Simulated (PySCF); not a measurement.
# C2H5F3SSi: the cost of one run

Computed with PySCF 2.14.0, with density-fitted response routines of our own, on a single molecule in the gas phase. Atoms count from 0, in the outputs and in this text.

### Step 1. The molecule as given

12 atoms, charge 0, multiplicity 1; geometry from: GFN2-xTB. The atoms were then displaced at random by about 0.01 Å, so the start is not that level's minimum.

Bonds of the start (Å): F0–Si1 1.62, Si1–S2 2.17, S2–C3 1.78, C3–C4 1.52, C4–F5 1.37, C4–F6 1.35, Si1–H7 1.45, Si1–H8 1.46, C3–H9 1.11, C3–H10 1.08, C4–H11 1.10.

### Step 2. Geometry optimisation at PBE0-D3(BJ)/def2-SVP

What the job is given:

```
{"job": {"xc": "PBE0", "basis": "def2-SVP", "d3": "d3bj", "grid": 1, "shake": 0.01, "kind": "geom"}, "charge": 0, "multiplicity": 1}
F      3.417310     0.048670    -0.716180
Si     1.976550     0.281870    -0.005730
S      0.569930    -0.806920    -1.240390
C     -0.943340     0.003300    -0.774640
C     -1.429970    -0.415130     0.606030
F     -0.656560     0.178340     1.566740
F     -2.678330     0.024730     0.849030
H      1.684890     1.701690    -0.113990
H      2.101450    -0.298970     1.329090
H     -1.724810    -0.332660    -1.482710
H     -0.880650     1.081600    -0.812160
H     -1.396780    -1.494790     0.785870
```

Run with:

```console
OMP_NUM_THREADS=1 python probes_run.py task.json out
```

The driver reads the jobs from task.json and runs them one after another.

Q: Estimate the wall time and peak memory of this first job on 1 thread of Arm Neoverse V2, shared host.

About 53 s, with a peak of 0.55 GiB.
